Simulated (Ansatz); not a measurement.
**Os: energy and stress against strain**

This session takes Os and sets out to strain the cell along the Voigt pattern (0, 0, 1, 0, 0, 0).

Computed with Ansatz 0.2.0 (DFT PBEsol, scalar-relativistic, plane waves, PAW, unless a step's input says otherwise).

**1. Starting point**

The structure is hexagonal, space group P6_3/mmc (No. 194). Conventional cell: a = 2.734 Å, b = 2.734 Å, c = 4.320 Å, α = 90.00°, β = 90.00°, γ = 120.00°. Os (site symmetry -6m2) has 12 Os at 2.68 to 2.73 Å in its first shell of neighbours.

Structure file:

```xyz
2
Lattice="2.7341 0.0000 0.0000 -1.3670 2.3678 0.0000 0.0000 0.0000 4.3197" Properties=species:S:1:pos:R:3 pbc="T T T"
Os    0.0000    1.5785    1.0799
Os    1.3670    0.7893    3.2398
```

The cell is taken as given, not relaxed at this level.

**2. The reference cell**

Reference values: F = -22502.1248 eV; pressure -2.76 GPa; largest force 0.000 eV/Å; gap on the mesh none (metal). It was computed beforehand with the settings of the runs below.

**3. Setting up energy and stress against strain**

The cell is strained by ε times the Voigt pattern (0, 0, 1, 0, 0, 0) (xx, yy, zz, yz, xz, xy; engineering shear), with fractional coordinates fixed (clamped ions). The stress on the pattern is the sum of the stress components weighted by it, tension positive.

**4. ε = -0.1500**

Contents of input.yaml:

```yaml
crystal:
  lattice:
    - [2.7340999755, 0.0, 0.0]
    - [-1.3670499878, 2.3678000353, 0.0]
    - [0.0, 0.0, 3.671745]
  atoms:
    - { symbol: Os, position: [0.3333333333, 0.6666666667, 0.25] }
    - { symbol: Os, position: [0.6666666667, 0.3333333333, 0.75] }
basis:
  ecutwfc: 420
kpoints:
  mp_grid: { grid: [18, 18, 12] }
hamiltonian:
  xc: pbesol
scf:
  occupations: { method: gaussian, width: 0.15 }
output:
  forces: true
  stress: true
  eigenvalues: true
```

Command:

```bash
$ ansatz run input.yaml --threads 1 --pin off --max-ram 2560MiB --backend cpu --events-out ev --progress --plain --runs-dir out
```

**5. Point ε = 0.1125**

input.yaml: that of step 4 with these lines changed.

```diff
@@ -4,3 +4,3 @@
     - [-1.3670499878, 2.3678000353, 0.0]
-    - [0.0, 0.0, 3.671745]
+    - [0.0, 0.0, 4.80566625]
   atoms:
```

**6. At ε = -0.0750**

input.yaml: that of step 5 with these lines changed.

```diff
@@ -4,3 +4,3 @@
     - [-1.3670499878, 2.3678000353, 0.0]
-    - [0.0, 0.0, 4.80566625]
+    - [0.0, 0.0, 3.9957225]
   atoms:
@@ -20 +20,5 @@
   eigenvalues: true
+  write_density: true
+  write_potential: true
+  elf: true
+  volumetric_format: npy
```

**7. Point ε = 0.0375**

input.yaml: that of step 6 with these lines changed.

```diff
@@ -4,3 +4,3 @@
     - [-1.3670499878, 2.3678000353, 0.0]
-    - [0.0, 0.0, 3.9957225]
+    - [0.0, 0.0, 4.48168875]
   atoms:
@@ -20,5 +20 @@
   eigenvalues: true
-  write_density: true
-  write_potential: true
-  elf: true
-  volumetric_format: npy
```

**8. At ε = 0.1500**

input.yaml: that of step 7 with these lines changed.

```diff
@@ -4,3 +4,3 @@
     - [-1.3670499878, 2.3678000353, 0.0]
-    - [0.0, 0.0, 4.48168875]
+    - [0.0, 0.0, 4.967655]
   atoms:
@@ -20 +20,5 @@
   eigenvalues: true
+  write_density: true
+  write_potential: true
+  elf: true
+  volumetric_format: npy
```

**9. Point ε = -0.1125**

input.yaml: that of step 8 with these lines changed.

```diff
@@ -4,3 +4,3 @@
     - [-1.3670499878, 2.3678000353, 0.0]
-    - [0.0, 0.0, 4.967655]
+    - [0.0, 0.0, 3.83373375]
   atoms:
@@ -20,5 +20 @@
   eigenvalues: true
-  write_density: true
-  write_potential: true
-  elf: true
-  volumetric_format: npy
```

**10. ε = 0.0750**

input.yaml: that of step 9 with these lines changed.

```diff
@@ -4,3 +4,3 @@
     - [-1.3670499878, 2.3678000353, 0.0]
-    - [0.0, 0.0, 3.83373375]
+    - [0.0, 0.0, 4.6436775]
   atoms:
@@ -20 +20,5 @@
   eigenvalues: true
+  write_density: true
+  write_potential: true
+  elf: true
+  volumetric_format: npy
```

**11. ε = -0.0375**

input.yaml: that of step 10 with these lines changed.

```diff
@@ -4,3 +4,3 @@
     - [-1.3670499878, 2.3678000353, 0.0]
-    - [0.0, 0.0, 4.6436775]
+    - [0.0, 0.0, 4.15771125]
   atoms:
@@ -20,5 +20 @@
   eigenvalues: true
-  write_density: true
-  write_potential: true
-  elf: true
-  volumetric_format: npy
```

**12. Point ε = 0.1312**

input.yaml: that of step 11 with these lines changed.

```diff
@@ -4,3 +4,3 @@
     - [-1.3670499878, 2.3678000353, 0.0]
-    - [0.0, 0.0, 4.15771125]
+    - [0.0, 0.0, 4.88644464]
   atoms:
@@ -20 +20,5 @@
   eigenvalues: true
+  write_density: true
+  write_potential: true
+  elf: true
+  volumetric_format: npy
```

(Steps that only read results are left out.)

What does the calculation give? Wanted: slope of the stress at ε = 0, over ±0.0375.

The runs gave:

```
                                  quantity    value
slope of the stress at ε = 0, over ±0.0375  862 GPa
```

In words: From the stress slope, C33 is about 862 GPa with the ions clamped; letting the atoms relax could not make it stiffer. The step is wide, so higher orders mix in. The reference stands under -2.8 GPa, so this is no zero-stress constant. No sampled point lies below the undisturbed cell. Compression costs more than tension: 1168.2 against 607.5 meV/atom at the ends. The runs treat Os without spin-orbit coupling.
